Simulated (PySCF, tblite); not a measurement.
# C5H10NOSi radical: geometry, infrared bands and EPR parameters

What infrared bands and EPR parameters should C5H10NOSi radical (`C[C@@H]1CC[SiH]N1C=O`) show?

Programs: tblite 0.8.0 and PySCF 2.14.0, with density-fitted response routines of our own. Each step states its level of theory. These are calculated values for one molecule in the gas phase, unless marked as measured. Atoms count from 0, in the outputs and in this text.

**1. The molecule as given**

18 atoms, charge 0, multiplicity 2; geometry from: force field or distance geometry start.

Bonds of the start (Å): C0–C1 1.54, C1–C2 1.53, C2–C3 1.56, C3–Si4 1.90, Si4–N5 1.77, N5–C6 1.37, C6–O7 1.23, N5–C1 1.46, C0–H8 1.09, C0–H9 1.08, C0–H10 1.10, C1–H11 1.11, C2–H12 1.10, C2–H13 1.10, C3–H14 1.10, C3–H15 1.09, Si4–H16 1.48, C6–H17 1.09.

**2. Relaxing the molecule with GFN2-xTB**

Job settings and geometry (Å):

```
{"job": {"kind": "relax", "xc": "GFN2-xTB", "basis": "xTB"}, "charge": 0, "multiplicity": 2}
C      0.775200    -1.681100    -0.175200
C      0.347800    -0.391200     0.543100
C     -1.160900    -0.349200     0.821800
C     -1.869500     0.196800    -0.453600
Si    -0.643800     1.493400    -1.098300
N      0.725200     0.801100    -0.216000
C      1.983600     1.344400    -0.254800
O      2.965600     0.894400     0.339800
H      0.295500    -1.766300    -1.155700
H      1.845800    -1.703700    -0.328800
H      0.490000    -2.562300     0.411700
H      0.884800    -0.372400     1.512000
H     -1.579500    -1.317000     1.128400
H     -1.355600     0.347900     1.646600
H     -2.850400     0.628200    -0.213100
H     -1.992800    -0.604800    -1.175100
H     -0.934000     2.805200    -0.470500
H      2.064200     2.242700    -0.873900
```

Launch:

```console
$ OMP_NUM_THREADS=1 python probes_run.py task.json out
```

One launch serves the whole session: the jobs run in the order shown.

**Question.** This job is followed by: GFN2-xTB harmonic vibrations, gas phase; UKS B3LYP, pcH-1 on C H N O Si, non-relativistic, mean-field spin-orbit, GIAO. What will the session give for the following? strongest single infrared mode (GFN2-xTB); zero-point energy (GFN2-xTB); g(iso) (B3LYP); ⟨S²⟩; largest a(iso) (averaged by class); potential on the surface of density 0.002 e/bohr³, 1st and 99th percentile.

As calculated:

| quantity | value |
| --- | --- |
| strongest single infrared mode (GFN2-xTB) | 1752 cm⁻¹, 766 km/mol |
| zero-point energy (GFN2-xTB) | 90.3 kcal/mol |
| g(iso) (B3LYP) | 2.00289 |
| ⟨S²⟩ | 0.751 (exact 0.75) |
| largest a(iso) (averaged by class) | 29Si on Si4, -549.2 MHz |
| potential on the surface of density 0.002 e/bohr³, 1st and 99th percentile | -1.95 V and 1.16 V |

What this shows: Relaxing lowered the energy by 0.185 eV in 70 steps; the close pair that moved most is N5–C6, from 1.371 to 1.344 Å. All 48 modes are real, so the xTB geometry is a minimum. The strongest single mode, at 1752 cm⁻¹, moves mainly C6 and O7. Unscaled tight-binding wavenumbers are off by several per cent, some by more. Its intensities can rank the bands wrongly. Si4 carries the largest spin population, 0.83 e. The isotropic g lies 0.6 ppt above the free-electron value. These values are for one conformer; the search (at its own cheap level) found 1 more, at 0.19 kcal/mol, and measured spectra average over such forms.
